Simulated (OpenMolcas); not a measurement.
# Yb³⁺ among point charges: CASSCF levels and susceptibility

Aim: the splitting of the states of Yb³⁺ in the field of 3 point charges, its lowest levels with spin-orbit coupling and its magnetic susceptibility.

Program: OpenMolcas 26.06. Level of theory: state-averaged CASSCF, spin-orbit coupling by RASSI with atomic mean-field integrals. These are calculated values, not measurements, unless marked.

## Step 1: Starting point

| Property | Result |
| --- | --- |
| Species | Yb³⁺ (ytterbium, Z = 70, 67 electrons) |
| Basis | ANO-RCC-VDZP [7s6p4d2f1g], 68 functions |
| Scalar Hamiltonian | DKH2, point nucleus |
| Inactive shells | 1s 2s 2p 3s 3p 3d 4s 4p 4d 5s 5p |
| Active space | 13 electrons in 7 orbitals (4f) |
| Some configurations of this space | 4f13 |
| Orbitals | optimised for the highest spin of each parity, averaged over all roots |

The outer shells:

4f13
```
4f [↑↓][↑↓][↑↓][↑↓][↑↓][↑↓][↑ ]
```

The ion sits among 3 point charges of -1 e arranged as a planar triangle (D3h), 2.87 Å from the ion.

The work runs as a chain of OpenMolcas steps in one folder; each step below is one input file. Labels, J, g values, rates, χT and fits are worked out afterwards by a script from the matrices that RASSI stores.

## Step 2: GATEWAY and SEWARD: basis and integrals

File a.inp:

```
&GATEWAY
Coord
1

Yb 0.0 0.0 0.0
Basis=ANO-RCC-VDZP
Group=NoSym
NoMove
AngMom=0.0 0.0 0.0
AMFI
XField
3 Angstrom 0
2.870000 0.000000 0.000000 -1.000000
-1.435000 2.485493 0.000000 -1.000000
-1.435000 -2.485493 0.000000 -1.000000
&SEWARD
```

Launch:

```
> OMP_NUM_THREADS=1 MOLCAS_MEM=2252 MOLCAS_PROJECT=a pymolcas a.inp > a.log
```

## Step 3: CASSCF: doublets, 7 roots

File a.inp:

```
&RASSCF
FileOrb=start.orb
Symmetry=1
Spin=2
nActEl=13 0 0
Inactive=27
Ras2=7
CIRoot=7 7 1
SDav=7
CIMx=300
Iter=120 100
PrWF=0.3
OrbListing=Nothing
MaxOrb=0
>>> COPY $Project.JobIph JOB001
```

start.orb holds the contracted functions of the basis, ordered by shell, or the orbitals of the step before.

## Step 4: RASSI: spin-orbit coupling between the states

File a.inp:

```
&RASSI
NrOfJobIphs=1 7
1 2 3 4 5 6 7
IphNames
JOB001
EJob
SpinOrbit
DIPRint=1.0
SOCoupling=1000.0
Subsets=2
Property=9
'ANGMOM' 1 'ANGMOM' 2 'ANGMOM' 3 'MLTPL  1' 1 'MLTPL  1' 2 'MLTPL  1' 3
'AMFI' 1 'AMFI' 2 'AMFI' 3
SOProperty=3
'ANGMOM' 1 'ANGMOM' 2 'ANGMOM' 3
```

**Question.** What will these runs give? Wanted: spin-free ground state; first state of the same spin within the active space; lowest level; next level.

**Answer**, as computed:

```
                                            quantity                              value
                                              method                             CASSCF
                              spin-free ground state    2A1, 1-fold in its orbital part
first state of the same spin within the active space                   2A2 at 9.46 cm⁻¹
                                        lowest level  2-fold E1/2, g = 0.03, 0.03, 8.00
                                          next level                         346.3 cm⁻¹
                                         χT at 300 K                     2.47 cm³ K/mol
                           effective moment at 300 K                            4.44 μB
```

In words: The spin-free ground state (2A1) comes to 100 % from free-ion F terms and keeps the highest spin of the shell. Point charges carry no covalency, so the field is a model and not that of real ligands.
